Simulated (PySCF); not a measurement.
# CeCl4 (Ce(Cl)4): the cost of one run

The runs use PySCF 2.14.0; several levels, as the steps say, no spin–orbit coupling.

1 further run of the same task is left out (for a known fault of the program).

### Step 1. Where the work starts

5 atoms, charge 0, spin multiplicity 1.

Bond lengths: Ce1–Cl2 2.480 Å, Ce1–Cl3 2.480 Å, Ce1–Cl4 2.480 Å, Ce1–Cl5 2.480 Å. Angles: Cl2–Ce1–Cl3 109.5°, Cl2–Ce1–Cl4 109.5°, Cl2–Ce1–Cl5 109.5°, Cl3–Ce1–Cl4 109.5°, Cl3–Ce1–Cl5 109.5°, Cl4–Ce1–Cl5 109.5°.

Geometry (Å):

```
Ce    0.00000    0.00000    0.00000
Cl    1.43201    1.43201    1.43201
Cl   -1.43201   -1.43201    1.43201
Cl    1.43201   -1.43201   -1.43201
Cl   -1.43201    1.43201   -1.43201
```

Formal oxidation states: Ce +4. The 4f shell is empty and lies in the core potential. An earlier session relaxed this geometry at PBE0, Ce lcecp-2-SVP with ECP46, Cl def2-SVP (singlet, point group Td).

At PBE0 on the finer grid: E = -1878.497162 Eh, frontier levels not given, since the 4f levels lie in the core, Mulliken charge on Ce1 +1.23 e, largest force component 0.006 eV/Å. The large-core potential holds the 4f shell empty.

Levels to run: CAM-B3LYP; wB97X; PBE0, TZVP. Hardware: 2 threads of Arm Neoverse V2, shared host.

### Step 2. CAM-B3LYP

run.py (the lines that set the calculation)

```python
mol = gto.M(atom='''
Ce     0.00000     0.00000     0.00000
Cl     1.43201     1.43201     1.43201
Cl    -1.43201    -1.43201     1.43201
Cl     1.43201    -1.43201    -1.43201
Cl    -1.43201     1.43201    -1.43201''',
    basis={'Ce': 'lcecp-2-SVP', 'Cl': 'def2-SVP'},
    ecp={'Ce': 'lcecp-2-SVP'},
    charge=0, spin=0)
mf = dft.RKS(mol, xc='CAMB3LYP')
mf.grids.atom_grid = (75, 302)  # f atoms: unpruned, at least (60, 302)
mf = mf.density_fit()  # fitting sets: Ce AutoAux, Cl def2-universal-JKFIT
mf.conv_tol = 1e-08; mf.max_cycle = 55
mf.kernel(dm0)  # dm0: the density of the relaxed state
```

Run with:

```console
$ OMP_NUM_THREADS=2 python run.py
```

**Question.** How long does this run take on 2 threads of Arm Neoverse V2, shared host?

About 7.8 s.
